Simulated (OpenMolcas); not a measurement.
# Lu²⁺ among point charges: CASSCF levels and susceptibility

Aim: the splitting of the states of Lu²⁺ in the field of 2 point charges, its lowest levels with spin-orbit coupling and its magnetic susceptibility.

Method: state-averaged CASSCF, spin-orbit coupling by RASSI with atomic mean-field integrals. Code: OpenMolcas 26.06.

1 further run of the same task is left out (it didn't finish).

## (1) Starting point

| Quantity | Value |
| --- | --- |
| Species | Lu²⁺ (lutetium, Z = 71, 69 electrons) |
| Basis | ANO-RCC-VTZP [8s7p5d3f2g1h], 104 functions |
| Scalar Hamiltonian | DKH2, point nucleus |
| Inactive shells | 1s 2s 2p 3s 3p 3d 4s 4p 4d 4f 5s 5p |
| Active space | 1 electron in 5 orbitals (5d) |
| Some configurations of this space | 5d |
| Orbitals | optimised for each spin and parity, averaged over all roots |

Outer shells as boxes (Hund's rule):

5d
```
5d [↑ ][  ][  ][  ][  ]
```

The ion sits among 2 point charges of -1.6 e arranged as a linear pair (D∞h), 2.1 Å from the ion. The active orbitals were held to one l.

The work runs as a chain of OpenMolcas steps in one folder; each step below is one input file. Labels, J, g values, rates, χT and fits are worked out afterwards by a script from the matrices that RASSI stores. The input lists half of the charges; inversion (Group=XYZ) makes the rest.

## (2) One- and two-electron integrals

Input file a.inp:

```
&GATEWAY
Coord
1

Lu 0.0 0.0 0.0
Basis=ANO-RCC-VTZP
Group=XYZ
NoMove
AngMom=0.0 0.0 0.0
AMFI
XField
1 Angstrom 0
0.000000 0.000000 2.100000 -1.600000
&SEWARD
```

On the command line:

```console
$ OMP_NUM_THREADS=1 MOLCAS_MEM=1689 MOLCAS_PROJECT=a pymolcas a.inp > a.log
```

## (3) CASSCF: doublets of even parity, 5 roots

Input file a.inp:

```
&RASSCF
FileOrb=start.orb
Symmetry=1
Spin=2
nActEl=1 0 0
Inactive=15 19
Ras2=5 0
CIRoot=5 5 1
SDav=5
CIMx=300
Iter=120 100
PrWF=0.3
OrbListing=Nothing
MaxOrb=0
SupSym
1
25 4 5 6 7 8 10 11 12 13 14 16 17 18 19 20 24 25 26 27 28 29 30 31 32
33
0
>>> COPY $Project.JobIph JOB001
```

start.orb holds the contracted functions of the basis, ordered by shell, or the orbitals of the step before.

## (4) RASSI: spin-orbit coupling between the states

Input file a.inp:

```
&RASSI
NrOfJobIphs=1 5
1 2 3 4 5
IphNames
JOB001
EJob
SpinOrbit
DIPRint=1.0
SOCoupling=1000.0
Subsets=2
Property=9
'ANGMOM' 1 'ANGMOM' 2 'ANGMOM' 3 'MLTPL  1' 1 'MLTPL  1' 2 'MLTPL  1' 3
'AMFI' 1 'AMFI' 2 'AMFI' 3
SOProperty=3
'ANGMOM' 1 'ANGMOM' 2 'ANGMOM' 3
```

What does the calculation give? Wanted: spin-free ground state; first state of the same spin within the active space; lowest level; next level.

The runs gave:

| quantity | value |
| --- | --- |
| method | CASSCF |
| spin-free ground state | 2Delta, 2-fold in its orbital part |
| first state of the same spin within the active space | 2Pi at 20200 cm⁻¹ |
| lowest level | 2-fold, g = 0.00, 0.00, 2.00 |
| next level | 1836.8 cm⁻¹ |
| χT at 300 K | 0.18 cm³ K/mol |
| effective moment at 300 K | 1.21 μB |

**Reading.** The spin-free ground state (2Delta) comes to 100 % from free-ion D terms and keeps the highest spin of the shell. χT at 300 K is 0.18, against 0.38 cm³ K/mol for the spin alone, so orbital moment lowers it. The free ion's ground configuration, as NIST lists it, lies outside this active space, so the lowest level here need not be the ground level. The field of point charges can differ much from that of real complexes. Point charges carry no covalency, so the field is a model and not that of real ligands.
